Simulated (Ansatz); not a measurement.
In: single point with PBE

Slab: In, a slab with vacuum.

```
In
1.0
     3.37774    0.00000    0.00000
    -1.31953    5.55184    0.00000
     0.00000    0.00000   24.76802
In
8
Direct
  0.71135 0.44772 0.30281
  0.42271 0.89545 0.35915
  0.13406 0.34317 0.41549
  0.84541 0.79089 0.47183
  0.55677 0.23861 0.52817
  0.26812 0.68634 0.58451
  0.97947 0.13406 0.64085
  0.69083 0.58178 0.69719
```

The cell isn't the ideal one: the (2 1 1) slab of In, cut from the database cell, not relaxed.

```yaml
Program: Ansatz 0.2.0
Task: single point
Functional: PBE
Potentials_or_basis: Ansatz PAW
Cutoff: "420 eV (not typed: the program's choice for these potentials)"
k_mesh: 8 × 5 × 1
Occupations: fermi-dirac, width 0.05 eV
Spin: no spin polarisation
```

```yaml
Largest_force: 0.167 eV/Å
Band_gap_on_the_k_mesh: none (metal or under the smearing width)
Work_function_of_the_upper_face: 3.89 eV
Work_function_of_the_lower_face: 3.89 eV
Dipole_across_the_slab: 0.000 e·Å
```

Forces in eV/Å, atoms in the order of the input:
```
In  -0.006 -0.081 -0.070
In  -0.027  0.013 -0.165
In   0.024 -0.001  0.059
In  -0.015 -0.016  0.095
In   0.015  0.016 -0.095
In  -0.024  0.001 -0.059
In   0.027 -0.013  0.165
In   0.006  0.081  0.070
```

Levels at points of the mesh, in eV from the Fermi level:
| k point | band 50 | band 51 | band 52 | band 53 | band 54 | band 55 |
| --- | --- | --- | --- | --- | --- | --- |
| (0.00, 0.00, 0.00) | -1.73 | -0.95 | -0.82 | 0.01 | 0.88 | 1.00 |
| (-0.50, 0.00, 0.00) | -1.33 | -1.17 | -1.00 | -0.63 | -0.32 | 0.66 |

Wall time 14 s on 4 threads of Arm Neoverse V1 (shared host), peak memory 1.1 GiB.
